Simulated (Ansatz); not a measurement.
# CH3BClGa: the cost of one run

Program: Ansatz 0.2.0, Gaussian basis. Level of theory: the settings change from run to run. These are calculated values, not measurements.

### Step 1. The molecule

The geometry comes from an earlier relaxation with PBE0-D4 in a triple-zeta def2 set; it is a stationary point, not always the lowest conformer.

7 atoms, charge 0, spin multiplicity 1.

Atoms are counted from 1 here; the program's logs count them from 0.

Bond lengths: Cl1–C2 1.777 Å, Cl1–Ga4 2.585 Å, C2–B3 1.456 Å, C2–H5 1.083 Å, B3–Ga4 2.447 Å, B3–H6 1.216 Å, B3–H7 1.196 Å. Angles: C2–Cl1–Ga4 63.5°, Cl1–C2–B3 121.7°, Cl1–C2–H5 109.1°, B3–C2–H5 129.2°, C2–B3–Ga4 70.6°, C2–B3–H6 119.6°, C2–B3–H7 120.7°, Ga4–B3–H6 74.5°, Ga4–B3–H7 122.0°, H6–B3–H7 119.5°, Cl1–Ga4–B3 68.3°.

### Step 2. RPA/def2-TZVPP

Set apart from the defaults: atoms shaken by 0.15 Å, correlated electrons set to outside_noble_gas.

File in.yaml:

```yaml
crystal:
  periodic: [false, false, false]
  atoms:
    - {symbol: Cl, position_ang: [-1.538533, -0.967713, -0.444368]}
    - {symbol: C, position_ang: [0.028659, -0.840865, 0.104943]}
    - {symbol: B, position_ang: [0.733058, 0.315004, 0.410825]}
    - {symbol: Ga, position_ang: [-0.256107, 1.437753, -1.442100]}
    - {symbol: H, position_ang: [0.601451, -1.677135, -0.624265]}
    - {symbol: H, position_ang: [-0.435201, 1.361276, 0.899245]}
    - {symbol: H, position_ang: [1.594336, 0.687946, 0.554333]}
basis:
  gaussian: {orbitals: def2-TZVPP}
hamiltonian: {xc: {name: PBE}}
correlation: {method: rpa, electrons: outside_noble_gas}
```

The run is started by

```
$ ansatz run in.yaml --threads 2 --pin off --events-out ev --progress --plain --max-ram 4352MiB
```

**Question.** How long does this run take on 2 threads of Arm Neoverse V2, shared host, and how much memory does it need?

About 6.5 s, with a peak of 0.42 GiB.
